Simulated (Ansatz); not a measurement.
What does this script print? It uses Ansatz 0.2.0, Python API.

`freq_c2h5fosi.py`:
```python
from dataclasses import dataclass
import logging
import sys

import ansatz as az
import numpy as np

logging.basicConfig(stream=sys.stdout, format="%(name)s: %(message)s")
log = logging.getLogger("ansatz_job")
log.setLevel(logging.INFO)


@dataclass
class RunConfig:
    basis_set: str = "def2-SVP"
    functional: str = "pbe"


settings = RunConfig()


def main() -> None:
    mol = (
        az.Crystal.molecule()
        .atom("F", (-0.6288, 1.6463, 1.1066))
        .atom("C", (-0.057, 0.4869, 1.2376))
        .atom("C", (-0.5216, -0.3864, 0.1197))
        .atom("O", (0.5297, -1.3441, -0.3139))
        .atom("Si", (0.2939, -0.2236, -1.525))
        .atom("H", (-0.3555, 0.0878, 2.2023))
        .atom("H", (1.0534, 0.6724, 1.2713))
        .atom("H", (-1.4977, -0.6278, 0.1649))
        .atom("H", (-0.3252, -0.8533, -2.6428))
        .atom("H", (1.5919, 0.4907, -1.6178))
    )

    model = (
        mol.calculation()
        .basis(gaussian=settings.basis_set)
        .functional(settings.functional)
    )
    symbols = [site.symbol for site in mol.cartesian_sites]
    start = np.array([site.position_ang for site in mol.cartesian_sites], dtype=float)
    def progress(event):
        if event["event"] == "relax_step":
            row = event["data"]
            log.info(f"step {row['step']:3d}  E = {row['lagrangian_ev']:.6f} eV  max force {row['allowed_force_max_ev_ang']:.4f} eV/A")


    rep = model.relax(force_tolerance=0.003).session().plan().execute(on_event=progress).report
    end = np.array(rep["positions_ang"])

    log.info("bond        before    after (A)")
    for i, j in [(0, 1), (1, 2), (1, 5), (1, 6), (2, 3), (2, 4), (2, 7), (3, 4), (4, 8), (4, 9)]:
        d0, d1 = (np.linalg.norm(xyz[i] - xyz[j]) for xyz in (start, end))
        print(f"{symbols[i]}{i}-{symbols[j]}{j}".ljust(10), f"{d0:8.4f} {d1:8.4f}")

    minimum = az.Crystal.molecule()
    for symbol, xyz in zip(symbols, end):
        minimum = minimum.atom(symbol, xyz.tolist())
    vibrating = (
        minimum.calculation()
        .basis(gaussian=settings.basis_set)
        .functional(settings.functional)
        .phonons(temperatures=(100, 500, 100))
    )
    vib = vibrating.run(threads=1).report["vibrations"]
    sums = vib["harmonic_sums"]
    modes = [m["omega_inv_cm"] for m in sums["modes_at_gamma"] if m["rigid_motion"] == "no"]
    print("frequencies (1/cm):", " ".join(f"{w:.0f}" for w in modes))
    print("imaginary modes:", sum(w < 0 for w in modes), " zero-point energy:", round(sums["zero_point_energy_ev"], 4), "eV")
    log.info("T (K)   F_vib (eV)   S_vib (meV/K)   C_vib (meV/K)")
    for row in zip(sums["temperatures_k"], sums["vibrational_free_energy_ev"], vib["entropy_ev_per_k"], vib["heat_capacity_ev_per_k"]):
        log.info(f"{row[0]:6.1f} {row[1]:11.4f} {1000 * row[2]:13.4f} {1000 * row[3]:15.4f}")


if __name__ == "__main__":
    main()
```

Output of `python freq_c2h5fosi.py`:
```text
ansatz_job: step   1  E = -14775.688520 eV  max force 5.4969 eV/A
ansatz_job: step   2  E = -14776.415498 eV  max force 1.2083 eV/A
ansatz_job: step   3  E = -14776.486413 eV  max force 0.2806 eV/A
ansatz_job: step   4  E = -14776.490704 eV  max force 0.1174 eV/A
ansatz_job: step   5  E = -14776.491643 eV  max force 0.0332 eV/A
ansatz_job: step   6  E = -14776.492419 eV  max force 0.0559 eV/A
ansatz_job: step   7  E = -14776.493714 eV  max force 0.0576 eV/A
ansatz_job: step   8  E = -14776.494250 eV  max force 0.0603 eV/A
ansatz_job: step   9  E = -14776.494656 eV  max force 0.0528 eV/A
ansatz_job: step  10  E = -14776.494796 eV  max force 0.0170 eV/A
ansatz_job: step  11  E = -14776.494837 eV  max force 0.0062 eV/A
ansatz_job: step  12  E = -14776.494844 eV  max force 0.0032 eV/A
ansatz_job: step  13  E = -14776.494845 eV  max force 0.0009 eV/A
ansatz_job: bond        before    after (A)
F0-C1        1.2994   1.3848
C1-C2        1.4927   1.5159
C1-H5        1.0858   1.1158
C1-H6        1.1263   1.1136
C2-O3        1.4868   1.4677
C2-Si4       1.8430   1.8416
C2-H7        1.0065   1.1107
O3-Si4       1.6667   1.7214
Si4-H8       1.4245   1.4948
Si4-H9       1.4845   1.4953
frequencies (1/cm): 59 212 264 443 507 574 635 690 723 902 931 1002 1069 1096 1117 1189 1282 1367 1440 2196 2222 2937 2990 3011
imaginary modes: 0  zero-point energy: 1.7889 eV
ansatz_job: T (K)   F_vib (eV)   S_vib (meV/K)   C_vib (meV/K)
ansatz_job:  100.0      1.7834        0.1316          0.1644
ansatz_job:  200.0      1.7616        0.3098          0.3853
ansatz_job:  300.0      1.7206        0.5138          0.6380
ansatz_job:  400.0      1.6585        0.7297          0.8676
ansatz_job:  500.0      1.5747        0.9443          1.0554
```

What to keep in mind:
- Total energies depend on the basis set; only differences at equal settings carry meaning.
- The frequencies are harmonic and unscaled, in a modest basis. The result belongs to the one conformer reached from this start, and soft torsions count as harmonic oscillators.
- Finished in 4.4 min on 1 thread of Arm Neoverse N1, with other jobs on the host, peak memory 0.22 GiB.

(Lines on the test bed's own set-up are left out of the output.)
